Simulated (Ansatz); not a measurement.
# SnH3F: taking an electron away

Aim: the vertical ionisation energy of SnH3F, as cation minus neutral at the neutral's geometry, on several levels, and how well −ε(HOMO) stands in for it.

Program: Ansatz 0.2.0, Gaussian basis. Level of theory: unrestricted cation, the program's frozen cores in correlated methods. These are calculated values, not measurements.

Levels to be run: UKS PBE-D4/def2-TZVPP; UKS r2SCAN-D4/def2-TZVPP; UKS PBE0-D4/def2-TZVPP; UKS B3LYP-D4/def2-TZVPP; UKS wB97X-V/def2-TZVPP; UKS wB97M-V/def2-TZVPP; UKS B2PLYP/def2-TZVPP; UHF-CCSD(T)/def2-TZVPP; UHF-MP2/def2-QZVPP; extrapolation to the limit; then −ε(HOMO) from the neutral's earlier runs with LDA (SPW92), PBE-D4, revPBE-D4, BLYP-D4, r2SCAN-D4, B97M-V, PBE0-D4, B3LYP-D4, r2SCANh-D4, r2SCAN0-D4, HSE06-D4, BHLYP-D4, CAM-B3LYP-D4, LC-ωPBE, ωB97X-V, ωB97M-V.

## 1. Structure used throughout

The geometry comes from an earlier relaxation with PBE0-D4/def2-TZVP; it is a stationary point. Sn takes the def2 core potential; no spin-orbit term is included.

SMILES `[F][SnH3]`, 5 atoms, charge 0, spin multiplicity 1.

Atoms are counted from 1 here; the program's logs count them from 0.

Bond lengths: F1–Sn2 1.926 Å, Sn2–H3 1.701 Å, Sn2–H4 1.701 Å, Sn2–H5 1.701 Å. Angles: F1–Sn2–H3 104.7°, F1–Sn2–H4 104.7°, F1–Sn2–H5 104.7°, H3–Sn2–H4 113.8°, H3–Sn2–H5 113.8°, H4–Sn2–H5 113.8°.

## 2. Cation, UKS PBE-D4/def2-TZVPP

Input file in.yaml:

```yaml
crystal:
  periodic: [false, false, false]
  atoms:
    - {symbol: F, position_ang: [-1.285011, 0.718292, 1.005022]}
    - {symbol: Sn, position_ang: [0.100384, -0.065890, -0.079026]}
    - {symbol: H, position_ang: [-0.528442, -0.054778, -1.659125]}
    - {symbol: H, position_ang: [0.318914, -1.626454, 0.560621]}
    - {symbol: H, position_ang: [1.444057, 0.955230, 0.131007]}
basis:
  gaussian: {orbitals: def2-TZVPP}
total_charge: 1
magnetization: {spin_polarized: true, initial_magnetization: 1}
hamiltonian: {xc: pbe, dispersion: d4}
```

After this run come: Cation, UKS r2SCAN-D4/def2-TZVPP; Cation, UKS PBE0-D4/def2-TZVPP; Cation, UKS B3LYP-D4/def2-TZVPP; Cation, UKS wB97X-V/def2-TZVPP; Cation, UKS wB97M-V/def2-TZVPP; Cation, UKS B2PLYP (frozen core)/def2-TZVPP; Cation, UHF-CCSD(T)/def2-TZVPP; Cation, UHF-MP2/def2-QZVPP.

**Question.** What will the summary of the whole plan be? Wanted: ionisation energy, CCSD(T)/CBS; nearest functional by difference; nearest −ε(HOMO); −ε(HOMO) of PBE; T1 of the cation.

As calculated:

```
                        quantity               value
  ionisation energy, CCSD(T)/CBS            12.16 eV
nearest functional by difference  ωB97X-V (-0.11 eV)
                nearest −ε(HOMO)  LC-ωPBE (-0.04 eV)
                 −ε(HOMO) of PBE             7.88 eV
                T1 of the cation               0.038
```

**Reading.** Energy differences with functionals land within 0.84 eV of the reference. −ε(HOMO) of PBE misses by 4.3 eV, since self-interaction lifts the level. Among orbital estimates LC-ωPBE comes nearest. Hartree-Fock falls 0.56 eV short, as the neutral has more correlation energy than the cation. The cation's T1 (from the report) is 0.038, near the customary mark of 0.045 for open shells, so the coupled-cluster value is less safe. Correlated methods include outer-core shells of Sn, which these sets cover unevenly. With outer-core shells in play the last digit of the reference is unsure.
